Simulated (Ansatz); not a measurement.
## CH₄OSi, SMILES CO[SiH]: the interaction energy of a dimer with the counterpoise correction

Program: Ansatz 0.2.0, Python API.

`dimer.py`
```python
"""Interaction energy of two CH4OSi molecules, with the counterpoise correction."""

import ansatz as az

FIRST = [
    ("C", (-0.5173, 0.3747, -0.37)),
    ("O", (-0.5758, -0.7725, 0.3931)),
    ("Si", (0.7624, -1.1714, 1.2395)),
    ("H", (-1.473, 0.5327, -0.8591)),
    ("H", (0.1907, 0.3637, -1.1929)),
    ("H", (-0.3999, 1.3183, 0.2446)),
    ("H", (2.0131, -0.6457, 0.5446)),
]
SECOND = [
    ("C", (3.996, -3.2185, -0.4124)),
    ("O", (4.9601, -2.6128, 0.3659)),
    ("Si", (5.1389, -3.1656, 1.8919)),
    ("H", (3.998, -2.7731, -1.4019)),
    ("H", (2.9697, -3.0959, -0.0804)),
    ("H", (4.2159, -4.3065, -0.6351)),
    ("H", (3.825, -3.7361, 2.4131)),
]

def energy(atoms, ghosts=()):
    molecule = az.Crystal.molecule()
    for symbol, xyz in atoms:
        molecule = molecule.atom(symbol, xyz)
    calc = (
        molecule.calculation()
        .basis(gaussian="def2-SVP")
        .functional("HF")
    )
    deck = calc.input()
    if ghosts:
        deck = deck.set(az.key.basis.gaussian.ghost_atoms, [{"symbol": s, "position_ang": list(xyz)} for s, xyz in ghosts])
    return az.Session.from_dict(deck).plan().execute().report["free_energy_ev"]

# monomers in their own basis and in the basis of the dimer
both = energy(FIRST + SECOND)
alone = energy(FIRST) + energy(SECOND)
ghosted = energy(FIRST, SECOND) + energy(SECOND, FIRST)
print(f"dimer {both:.6f} eV")
print(f"interaction, uncorrected   {(both - alone):8.3f} eV")
print(f"interaction, counterpoise  {(both - ghosted):8.3f} eV")
print(f"basis-set superposition    {(alone - ghosted):8.3f} eV")
```

`python dimer.py` gives:
```text
dimer -21974.020599 eV
interaction, uncorrected      0.030 eV
interaction, counterpoise     0.044 eV
basis-set superposition       0.014 eV
```

Uncorrected it is 0.030 eV, with the counterpoise correction 0.044 eV; the difference, 0.014 eV, is the superposition error. In this basis both values are repulsive.

Notes:
- Total energies depend on the basis set; only differences at equal settings carry meaning.
- The dimer is a generated trial pose of unrelaxed monomers, not a minimum, so the figure is no binding energy, and the basis set is small.
- Hartree-Fock leaves correlation out, so bond, atomisation and ionisation energies come out well too low.
- This level lacks the dispersion part of the attraction (electrostatics and induction are there), which can decide the sign where the interaction is weak.
- Timing: 5.9 s on 1 thread of Arm Neoverse V2, on a shared host, peak memory 0.32 GiB.
